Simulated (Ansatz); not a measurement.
HPbNO4, 7 atoms in the cell. The typed cell holds 7 atoms: a = 3.857 Å, b = 4.338 Å, c = 5.984 Å, α = 81.87°, β = 83.26°, γ = 87.68°. The cell was built by a generator and needn't be a form met in nature.

* Program: Ansatz 0.2.0
* Task: band structure
* Functional: BLYP
* Potentials or basis: all-electron LAPW, scalar-relativistic
* Cutoff: 767 eV (chosen from the basis error)
* Basis error allowed: 0.002 eV/atom
* k mesh: 5 × 4 × 4
* Occupations: fermi-dirac, width 0.05 eV
* Spin: no spin polarisation

Potentials or basis: all-electron LAPW, scalar-relativistic.

Command:

```sh
$ ansatz run input.yaml --threads 8 --pin off --max-ram 24576MiB --backend cpu --events-out ev --progress --plain --runs-dir out
```

Hardware: 8 threads of AMD EPYC 7R43 64-Core Processor (Zen 3), on a shared host.

**Question.** How long does it take, and how much memory?

**Answer.** Run time: 120 s on 8 threads of AMD EPYC 7R43 64-Core Processor (Zen 3) (shared host), peak memory 2.1 GiB. Counts: scf iterations 14, plane waves 4763, k points 42, bands 57.
